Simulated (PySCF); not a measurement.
# TaNH3ClO2 (SMILES [NH]=[Ta]([OH])([OH])[Cl]): levels of theory compared

We compute a comparison of 6 runs (HF/def2-SVP, HF/def2-SVPD, PBE0/def2-SVP, B3LYP/def2-TZVP, BLYP/def2-TZVP, MP2/def2-SVPD) of TaNH3ClO2. 

Program for the calculation: PySCF 2.14.0.

**1. The system as given**

TaNH3ClO2: 8 atoms, total charge 0, spin state singlet. SMILES: `[NH]=[Ta]([OH])([OH])[Cl]`. The coordinates come from a PBE0-D4/def2-TZVP relaxation. This is one conformer, not always the lowest.

Bond lengths: N1–Ta2 1.760 Å, Ta2–O3 1.900 Å, Ta2–O4 1.900 Å, Ta2–Cl5 2.324 Å, N1–H6 1.006 Å, O3–H7 0.957 Å, O4–H8 0.957 Å. Angles: N1–Ta2–O3 108.9°, N1–Ta2–O4 108.9°, N1–Ta2–Cl5 109.1°, O3–Ta2–O4 108.6°, O3–Ta2–Cl5 110.6°, O4–Ta2–Cl5 110.6°, Ta2–N1–H6 178.3°, Ta2–O3–H7 130.0°, Ta2–O4–H8 130.0°.

**2. Energy and gradient at HF/def2-SVP (core potential) (run 1)**

The input, job.py:

```python
from pyscf import gto

mol = gto.Mole()
mol.atom = '''
N     -1.562615     1.666549     1.631779
Ta     0.234137     0.147777    -0.719608
O      3.539835    -0.450133     0.545942
O     -1.288982    -3.010523    -1.489671
Cl     0.384937     2.701363    -4.289111
H     -2.597240     2.578531     2.939091
H      4.277206     0.009071     2.132367
H     -2.813235    -3.750161    -0.856424
'''
mol.basis = 'def2-svp'
mol.spin = 0
mol.max_memory = 1860
mol.ecp = {'Ta': 'def2-svp'}
mol.verbose = 3
mol.unit = 'bohr'
mol.build()

myscf = mol.RHF()
myscf.conv_tol = 1e-10
myscf.kernel()
if not myscf.converged:
    myscf = myscf.newton().run(myscf.mo_coeff, myscf.mo_occ)

energy = myscf.e_tot
print('E(%s) = %.9f' % ('HF', energy))
grad = myscf.nuc_grad_method().kernel()
myscf.analyze()
```

Launch:

```bash
OMP_NUM_THREADS=1 python job.py
```

Standard output:

```text
converged SCF energy = -721.701931368113
[... 17 lines left out ...]
MO #8   energy= -8.01311838188014  occ= 2
[... 8 lines left out ...]
MO #17  energy= -0.710117022347592 occ= 2
[... 8 lines left out ...]
MO #26  energy= -0.459557412703132 occ= 2
[... 8 lines left out ...]
MO #35  energy= 0.162366101667469  occ= 0
[... 8 lines left out ...]
MO #44  energy= 0.388494208446894  occ= 0
[... 8 lines left out ...]
MO #53  energy= 0.918761143340246  occ= 0
[... 8 lines left out ...]
MO #62  energy= 1.15930465279764   occ= 0
[... 8 lines left out ...]
MO #71  energy= 1.4007646921728    occ= 0
[... 8 lines left out ...]
MO #80  energy= 1.75811402238076   occ= 0
[... 8 lines left out ...]
MO #89  energy= 2.54095038917662   occ= 0
[... 8 lines left out ...]
MO #98  energy= 3.17669778395186   occ= 0
[... 8 lines left out ...]
MO #107 energy= 642.972289633311   occ= 0
[... 9 lines left out ...]
Dipole moment(X, Y, Z, Debye): -0.80623, -0.84399,  2.97640
```

It took 24 s on 1 thread of Intel Xeon at 2.70GHz, shared host; peak memory 0.25 GiB.

**3. Energy and forces at HF/def2-SVPD (core potential) (run 2)**

The input, job.py:

```python
import pyscf.grad
from pyscf import gto

mol = gto.M(
    atom=[
    ('N', (-0.826900, 0.881900, 0.863500)),
    ('Ta', (0.123900, 0.078200, -0.380800)),
    ('O', (1.873200, -0.238200, 0.288900)),
    ('O', (-0.682100, -1.593100, -0.788300)),
    ('Cl', (0.203700, 1.429500, -2.269700)),
    ('H', (-1.374400, 1.364500, 1.555300)),
    ('H', (2.263400, 0.004800, 1.128400)),
    ('H', (-1.488700, -1.984500, -0.453200)),
],
    spin=0,
    max_memory=1860,
    ecp={'Ta': 'def2-svp'},
    verbose=3,
    basis='def2-svpd',
)

myscf = mol.RHF()
myscf.conv_tol = 1e-10
myscf.kernel()
if not myscf.converged:
    myscf = myscf.newton().run(myscf.mo_coeff, myscf.mo_occ)

e_final = myscf.e_tot
print('E(%s) = %.9f' % ('HF', e_final))
grad = myscf.Gradients().kernel()
myscf.analyze()
```

Launch:

```bash
OMP_NUM_THREADS=1 python job.py
```

Standard output:

```text
converged SCF energy = -721.727505428155
[... 18 lines left out ...]
MO #9   energy= -3.26310573838137  occ= 2
[... 12 lines left out ...]
MO #22  energy= -0.551134114933205 occ= 2
[... 12 lines left out ...]
MO #35  energy= 0.12809359573926   occ= 0
[... 12 lines left out ...]
MO #48  energy= 0.25772453089848   occ= 0
[... 12 lines left out ...]
MO #61  energy= 0.410139819123673  occ= 0
[... 12 lines left out ...]
MO #74  energy= 0.581845707711955  occ= 0
[... 12 lines left out ...]
MO #87  energy= 0.859649520335691  occ= 0
[... 12 lines left out ...]
MO #100 energy= 1.28921679714511   occ= 0
[... 12 lines left out ...]
MO #113 energy= 1.648464986112     occ= 0
[... 12 lines left out ...]
MO #126 energy= 2.15128936273413   occ= 0
[... 12 lines left out ...]
MO #139 energy= 3.0793426746911    occ= 0
[... 12 lines left out ...]
MO #152 energy= 643.615938298041   occ= 0
[... 1 line left out ...]
WARN: Weak orthogonality for localized orbitals 1.7591134887124522e-09

 ** Mulliken atomic charges  **
charge of    0N =     -1.07459
charge of    1Ta =      2.78756
charge of    2O =     -0.93714
charge of    3O =     -0.93644
charge of    4Cl =     -0.72295
charge of    5H =      0.20146
charge of    6H =      0.34080
charge of    7H =      0.34130
Dipole moment(X, Y, Z, Debye): -0.70470, -0.87022,  2.76849
```

Wall time 40 s (1 thread of Intel Xeon at 2.70GHz, shared host); peak memory 0.63 GiB.

**4. Energy and forces at PBE0/def2-SVP (core potential) (run 3)**

The input, calc.py:

```python
import pyscf.grad
from pyscf import gto, dft

mol = gto.M(
    atom='''
N     -0.826900     0.881900     0.863500
Ta     0.123900     0.078200    -0.380800
O      1.873200    -0.238200     0.288900
O     -0.682100    -1.593100    -0.788300
Cl     0.203700     1.429500    -2.269700
H     -1.374400     1.364500     1.555300
H      2.263400     0.004800     1.128400
H     -1.488700    -1.984500    -0.453200
''',
    spin=0,
    max_memory=1860,
    basis='def2-svp',
    ecp={'Ta': 'def2-svp'},
    verbose=3,
)

calc0 = dft.RKS(mol)
calc0.xc = 'pbe0'
calc0.grids.level = 5
calc0.conv_tol = 1e-10
calc0.kernel()
if not calc0.converged:
    calc0 = calc0.newton().run(calc0.mo_coeff, calc0.mo_occ)

e_tot = calc0.e_tot
print(f'total energy: {e_tot:.8f} hartree')
grad = calc0.Gradients().kernel()
calc0.analyze()
```

Launch:

```bash
OMP_NUM_THREADS=1 python calc.py
```

Standard output:

```text
converged SCF energy = -723.749553242033
[... 17 lines left out ...]
MO #8   energy= -7.24717270044265  occ= 2
[... 8 lines left out ...]
MO #17  energy= -0.535967411421142 occ= 2
[... 8 lines left out ...]
MO #26  energy= -0.329681494466229 occ= 2
[... 8 lines left out ...]
MO #35  energy= 0.0603399440773016 occ= 0
[... 8 lines left out ...]
MO #44  energy= 0.272244656368532  occ= 0
[... 8 lines left out ...]
MO #53  energy= 0.712358105249311  occ= 0
[... 8 lines left out ...]
MO #62  energy= 0.911890756948357  occ= 0
[... 8 lines left out ...]
MO #71  energy= 1.14240673671504   occ= 0
[... 8 lines left out ...]
MO #80  energy= 1.50897872574697   occ= 0
[... 8 lines left out ...]
MO #89  energy= 2.21963463651681   occ= 0
[... 8 lines left out ...]
MO #98  energy= 2.82503485691318   occ= 0
[... 8 lines left out ...]
MO #107 energy= 642.962818465423   occ= 0
[... 9 lines left out ...]
Dipole moment(X, Y, Z, Debye): -0.79704, -0.91045,  3.03774
```

It took 48 s on 1 thread of Intel Xeon at 2.70GHz, shared host; peak memory 1.1 GiB.

Runs 4 to 5 aren't shown in full; the table further down has their settings and results.

**5. Energy and forces at MP2/def2-SVPD (core potential) (run 6)**

The input, input.py:

```python
from pyscf import gto, scf, mp

system = gto.M(
    atom=[
    ('N', (-0.826900, 0.881900, 0.863500)),
    ('Ta', (0.123900, 0.078200, -0.380800)),
    ('O', (1.873200, -0.238200, 0.288900)),
    ('O', (-0.682100, -1.593100, -0.788300)),
    ('Cl', (0.203700, 1.429500, -2.269700)),
    ('H', (-1.374400, 1.364500, 1.555300)),
    ('H', (2.263400, 0.004800, 1.128400)),
    ('H', (-1.488700, -1.984500, -0.453200)),
],
    max_memory=1860,
    basis='def2-svpd',
    ecp={'Ta': 'def2-svp'},
    verbose=4,
    spin=0,
)

hf = scf.RHF(system)
hf.conv_tol = 1e-10
hf.kernel()
if not hf.converged:
    hf = hf.newton().run(hf.mo_coeff, hf.mo_occ)

pt = mp.MP2(hf, frozen=8).run()
etot = pt.e_tot
print(f'total energy: {etot:.8f} hartree')
grad = pt.nuc_grad_method().kernel()
hf.analyze()
```

Launch:

```bash
OMP_NUM_THREADS=1 python input.py
```

Standard output:

```text
PySCF version 2.14.0

[... 91 lines left out ...]
Two-electron Coulomb Energy =          607.607494805608894
[... 15 lines left out ...]
MO #13  energy= -1.31289013553451  occ= 2
[... 13 lines left out ...]
MO #27  energy= -0.421602250489594 occ= 2
[... 13 lines left out ...]
MO #41  energy= 0.176188543414579  occ= 0
[... 13 lines left out ...]
MO #55  energy= 0.359074361987588  occ= 0
[... 13 lines left out ...]
MO #69  energy= 0.526277395126679  occ= 0
[... 13 lines left out ...]
MO #83  energy= 0.781227238183688  occ= 0
[... 13 lines left out ...]
MO #97  energy= 1.22932502508357   occ= 0
[... 13 lines left out ...]
MO #111 energy= 1.56651256403666   occ= 0
[... 13 lines left out ...]
MO #125 energy= 2.10458163724483   occ= 0
[... 13 lines left out ...]
MO #139 energy= 3.0793426746911    occ= 0
[... 14 lines left out ...]
WARN: Weak orthogonality for localized orbitals 1.7591134887124522e-09
[... 125 lines left out ...]
pop of  4 Cl 3dx2-y2      0.00341
pop of  4 Cl 4dxy         0.00628
pop of  4 Cl 4dyz         0.00761
pop of  4 Cl 4dz^2        0.01151
pop of  4 Cl 4dxz         0.00930
pop of  4 Cl 4dx2-y2      0.00586
pop of  5 H 1s            0.73228
pop of  5 H 2s            0.01457
pop of  5 H 2px           0.00829
pop of  5 H 2py           0.00837
pop of  5 H 2pz           0.00762
pop of  5 H 3px           0.00939
pop of  5 H 3py           0.01005
pop of  5 H 3pz           0.00798
pop of  6 H 1s            0.61013
pop of  6 H 2s            0.02207
pop of  6 H 2px           0.00634
pop of  6 H 2py           0.00416
pop of  6 H 2pz           0.00431
pop of  6 H 3px           0.00727
pop of  6 H 3py           0.00189
pop of  6 H 3pz           0.00303
pop of  7 H 1s            0.61010
pop of  7 H 2s            0.02151
pop of  7 H 2px           0.00440
pop of  7 H 2py           0.00615
pop of  7 H 2pz           0.00430
pop of  7 H 3px           0.00296
pop of  7 H 3py           0.00673
pop of  7 H 3pz           0.00255
 ** Mulliken atomic charges  **
charge of    0N =     -1.07459
charge of    1Ta =      2.78756
charge of    2O =     -0.93714
charge of    3O =     -0.93644
charge of    4Cl =     -0.72295
charge of    5H =      0.20146
charge of    6H =      0.34080
charge of    7H =      0.34130
Dipole moment(X, Y, Z, Debye): -0.70470, -0.87022,  2.76849
```

Wall time 87 s (1 thread of Intel Xeon at 2.70GHz, shared host); peak memory 1.9 GiB.

**6. All runs side by side**

```csv
run,level,integration grid,frozen core orbitals,energy (Eh),dipole moment (D) of the reference,HOMO energy (eV),LUMO energy (eV),wall time
1,HF/def2-SVP (core potential),–,–,-721.701931,3.20,-11.08,2.38,24 s
2,HF/def2-SVPD (core potential),–,–,-721.727505,2.99,-11.17,1.51,40 s
3,PBE0/def2-SVP (core potential),5,–,-723.749553,3.27,-7.93,-0.54,48 s
4,B3LYP/def2-TZVP (core potential),5,–,-724.597198,3.01,-7.70,-0.92,2.3 min
5,BLYP/def2-TZVP (core potential),5,–,-724.514124,2.98,-6.45,-1.40,2.2 min
6,MP2/def2-SVPD (core potential),–,8,-722.772155,2.99,-11.17,1.51,87 s
```

**7. Results**

| quantity | value |
| --- | --- |
| run 6: total energy | -722.77215 Eh |
| run 6: dipole moment (Hartree–Fock density) | 2.99 D |
| run 6: HOMO energy (Hartree–Fock orbitals) | -11.17 eV |
| run 6: LUMO energy (Hartree–Fock orbitals) | 1.51 eV |
| run 6: HOMO–LUMO gap (Hartree–Fock orbitals) | 12.67 eV |
| run 6: correlation energy (8 core orbitals frozen) | -1044.6 mEh |
| run 6: largest force on an atom | 1.111 eV/Å |

**Reading.** Over runs 1, 2, 3, 4, 5 the dipole moment (its size) runs from 2.98 D (BLYP/def2-TZVP) to 3.27 D (PBE0/def2-SVP). The two ends differ in method and basis. Over runs 1, 2, 3, 4, 5 the HOMO–LUMO gap runs from 5.04 eV (BLYP/def2-TZVP) to 13.47 eV (HF/def2-SVP). Totals of different functionals can't be ranked against each other. All runs together took 7.8 min, the longest 2.3 min.
